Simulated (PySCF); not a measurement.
# AsNH4Te (SMILES N[AsH][TeH]): levels of theory compared

Aim: a comparison of 6 runs (HF/def2-SVP, BLYP/3-21G, r2SCAN/3-21G, PBE0/def2-SVP, SVWN5/def2-SVP, wB97X/def2-TZVP) of AsNH4Te. 

Program for the calculation: PySCF 2.14.0.

### Step 1. The structure to begin with

The species is AsNH4Te (7 atoms), meant as a singlet with charge 0. As SMILES, `N[AsH][TeH]`. The coordinates come from a PBE0-D4/def2-TZVP relaxation. This is one conformer, not always the lowest.

Bond lengths: N1–As2 1.841 Å, As2–Te3 2.615 Å, N1–H4 1.011 Å, N1–H5 1.011 Å, As2–H6 1.521 Å, Te3–H7 1.659 Å. Angles: N1–As2–Te3 106.7°, N1–As2–H6 94.1°, Te3–As2–H6 92.6°, As2–N1–H4 111.5°, As2–N1–H5 115.3°, As2–Te3–H7 94.8°, H4–N1–H5 108.9°.

### Step 2. Energy and gradient at HF/def2-SVP (core potential) (run 1)

geometry.xyz

```xyz
7

N     -1.035700     0.748100    -0.623700
As    -0.689100    -0.062700     0.992500
Te     1.066700    -1.943700     0.527400
H     -1.702300     0.217100    -1.168500
H     -0.222900     0.936800    -1.194800
H      0.384300     0.938700     1.388700
H      2.260100    -0.902300     0.032800
```

job.py

```python
# N[AsH][TeH]
import pyscf.grad
from pyscf import gto

mol = gto.M(
    atom='geometry.xyz',
    ecp={'Te': 'def2-svp'},
    max_memory=1860,
    charge=0,
    basis='def2-svp',
    spin=0,
    verbose=4,
)

mf = mol.RHF()
mf.conv_tol = 1e-10
mf.kernel()
if not mf.converged:
    mf = mf.newton().run(mf.mo_coeff, mf.mo_occ)

e_tot = mf.e_tot
print('Final energy', e_tot)
grad = mf.Gradients().kernel()
dip = mf.dip_moment()
pop, q = mf.mulliken_pop()
```

Launch:

```sh
$ OMP_NUM_THREADS=1 python job.py
```

The program printed:

```text
PySCF version 2.14.0

[... 69 lines left out ...]
converged SCF energy = -2557.65411853768
Final energy -2557.6541185376786
[... 13 lines left out ...]
Dipole moment(X, Y, Z, Debye): -0.03070,  0.58671, -0.99381
[... 100 lines left out ...]
charge of    6H =     -0.01814
```

Wall time 21 s (1 thread of Intel Xeon at 2.70GHz, shared host); peak memory 0.19 GiB.

### Step 3. Energy and gradient at BLYP/3-21G (run 2)

job.py

```python
import pyscf.grad
from pyscf import gto, dft

mol = gto.M(
    atom='''
N     -1.035700     0.748100    -0.623700
As    -0.689100    -0.062700     0.992500
Te     1.066700    -1.943700     0.527400
H     -1.702300     0.217100    -1.168500
H     -0.222900     0.936800    -1.194800
H      0.384300     0.938700     1.388700
H      2.260100    -0.902300     0.032800
''',
    max_memory=1860,
    spin=0,
    verbose=4,
    basis='3-21g',
)

mf = dft.RKS(mol)
mf.xc = 'blyp'
mf.grids.level = 5
mf.conv_tol = 1e-10
mf.kernel()
if not mf.converged:
    mf = mf.newton().run(mf.mo_coeff, mf.mo_occ)

energy = mf.e_tot
print('E(%s) = %.9f' % ('BLYP', energy))
grad = mf.Gradients().kernel()
dip = mf.dip_moment()
pop, q = mf.mulliken_pop()
```

Launch:

```sh
$ OMP_NUM_THREADS=1 python job.py
```

The program printed:

```text
PySCF version 2.14.0

[... 79 lines left out ...]
converged SCF energy = -8867.32424968182
[... 15 lines left out ...]
Dipole moment(X, Y, Z, Debye): -0.12349,  1.14664, -1.47246
[... 78 lines left out ...]
charge of    6H =     -0.08311
```

It took 31 s on 1 thread of Intel Xeon at 2.70GHz, shared host; peak memory 0.69 GiB.

Run 3 isn't shown in full; the table further down has it.

### Step 4. Energy and gradient at PBE0/def2-SVP (core potential) (run 4)

job.py

```python
import pyscf.grad
from pyscf import gto, dft

mol = gto.M(
    atom='''
N     -1.035700     0.748100    -0.623700
As    -0.689100    -0.062700     0.992500
Te     1.066700    -1.943700     0.527400
H     -1.702300     0.217100    -1.168500
H     -0.222900     0.936800    -1.194800
H      0.384300     0.938700     1.388700
H      2.260100    -0.902300     0.032800
''',
    spin=0,
    ecp={'Te': 'def2-svp'},
    verbose=3,
    max_memory=1860,
    basis='def2-svp',
    charge=0,
)

ks = dft.RKS(mol)
ks.xc = 'pbe0'
ks.conv_tol = 1e-10
ks.grids.level = 5
ks.kernel()
if not ks.converged:
    ks = ks.newton().run(ks.mo_coeff, ks.mo_occ)

e_final = ks.e_tot
print('Final energy', e_final)
grad = ks.Gradients().kernel()
ks.analyze()
```

Launch:

```sh
$ OMP_NUM_THREADS=1 python job.py
```

The program printed:

```text
converged SCF energy = -2560.41426853096
[... 15 lines left out ...]
MO #4   energy= -48.2406712520687  occ= 2
[... 10 lines left out ...]
MO #15  energy= -1.69230777068688  occ= 2
[... 10 lines left out ...]
MO #26  energy= -0.669625945441531 occ= 2
[... 10 lines left out ...]
MO #37  energy= 0.0111765113644052 occ= 0
[... 10 lines left out ...]
MO #48  energy= 0.367860376297376  occ= 0
[... 10 lines left out ...]
MO #59  energy= 0.683323530930066  occ= 0
[... 10 lines left out ...]
MO #70  energy= 1.51641897051232   occ= 0
[... 10 lines left out ...]
MO #81  energy= 2.72733764413692   occ= 0
[... 10 lines left out ...]
MO #92  energy= 52.6049430132684   occ= 0
[... 8 lines left out ...]
Dipole moment(X, Y, Z, Debye): -0.08620,  0.70052, -1.14666
```

Run time: 60 s. Hardware: 1 thread of Intel Xeon at 2.70GHz, shared host; peak memory 0.9 GiB.

Run 5 isn't shown in full; the table further down has it.

### Step 5. Energy and gradient at wB97X/def2-TZVP (core potential) (run 6)

input.py

```python
import pyscf.grad
from pyscf import gto, dft

system = gto.M(
    atom=[
    ('N', (-1.035700, 0.748100, -0.623700)),
    ('As', (-0.689100, -0.062700, 0.992500)),
    ('Te', (1.066700, -1.943700, 0.527400)),
    ('H', (-1.702300, 0.217100, -1.168500)),
    ('H', (-0.222900, 0.936800, -1.194800)),
    ('H', (0.384300, 0.938700, 1.388700)),
    ('H', (2.260100, -0.902300, 0.032800)),
],
    spin=0,
    ecp={'Te': 'def2-svp'},
    verbose=4,
    basis='def2-tzvp',
    max_memory=1860,
)

myscf = dft.RKS(system)
myscf.xc = 'wb97x'
myscf.conv_tol = 1e-10
myscf.grids.level = 5
myscf.kernel()
if not myscf.converged:
    myscf = myscf.newton().run(myscf.mo_coeff, myscf.mo_occ)

e_final = myscf.e_tot
print(f'total energy: {e_final:.8f} hartree')
grad = myscf.Gradients().kernel()
myscf.analyze()
```

Launch:

```sh
$ OMP_NUM_THREADS=1 python input.py
```

The program printed:

```text
PySCF version 2.14.0

[... 109 lines left out ...]
MO #1   energy= -425.684065883988  occ= 2
[... 18 lines left out ...]
MO #20  energy= -1.70670667184131  occ= 2
[... 18 lines left out ...]
MO #39  energy= 0.147914748939402  occ= 0
[... 18 lines left out ...]
MO #58  energy= 0.537527489842173  occ= 0
[... 18 lines left out ...]
MO #77  energy= 1.14482878591929   occ= 0
[... 18 lines left out ...]
MO #96  energy= 1.61597969665302   occ= 0
[... 18 lines left out ...]
MO #115 energy= 2.61173983353504   occ= 0
[... 18 lines left out ...]
MO #134 energy= 4.08577355720696   occ= 0
[... 18 lines left out ...]
MO #153 energy= 106.132457288307   occ= 0
[... 163 lines left out ...]
Dipole moment(X, Y, Z, Debye): -0.07930,  0.42345, -1.01377
```

Wall time 4.4 min (1 thread of Intel Xeon at 2.70GHz, shared host); peak memory 1.8 GiB.

### Step 6. All runs side by side

| run | level | core potential | integration grid | energy (Eh) | dipole moment (D) | HOMO energy (eV) | LUMO energy (eV) | wall time |
| --- | --- | --- | --- | --- | --- | --- | --- | --- |
| 1 | HF/def2-SVP (core potential) | def2-svp | – | -2557.654119 | 1.15 | -8.58 | 2.26 | 21 s |
| 2 | BLYP/3-21G | – | 5 | -8867.324250 | 1.87 | -4.90 | -1.33 | 31 s |
| 3 | r2SCAN/3-21G | – | 5 | -8867.031193 | 2.03 | -5.49 | -1.45 | 37 s |
| 4 | PBE0/def2-SVP (core potential) | def2-svp | 5 | -2560.414269 | 1.35 | -6.24 | -0.92 | 60 s |
| 5 | SVWN5/def2-SVP (core potential) | def2-svp | 5 | -2556.610287 | 1.54 | -5.27 | -1.83 | 27 s |
| 6 | wB97X/def2-TZVP (core potential) | def2-svp | 5 | -2561.164154 | 1.10 | -8.51 | 0.80 | 4.4 min |

### Step 7. Results

```
                       quantity           value
            run 6: total energy  -2561.16415 Eh
           run 6: dipole moment          1.10 D
             run 6: HOMO energy        -8.51 eV
             run 6: LUMO energy         0.80 eV
           run 6: HOMO–LUMO gap         9.32 eV
run 6: largest force on an atom      0.151 eV/Å
```

In words: The dipole moment (its size) runs from 1.10 D (wB97X/def2-TZVP) to 2.03 D (r2SCAN/3-21G). The two ends differ in method and basis and core potential. The HOMO–LUMO gap runs from 3.44 eV (SVWN5/def2-SVP) to 10.84 eV (HF/def2-SVP). Exact exchange widens orbital gaps. Totals of different functionals can't be ranked against each other. Some runs of one species differ in core potentials or relativity; totals across that change don't compare. In runs 2, 3 relativity is left out where basis or elements ask for it. All runs together took 7.3 min, the longest 4.4 min.
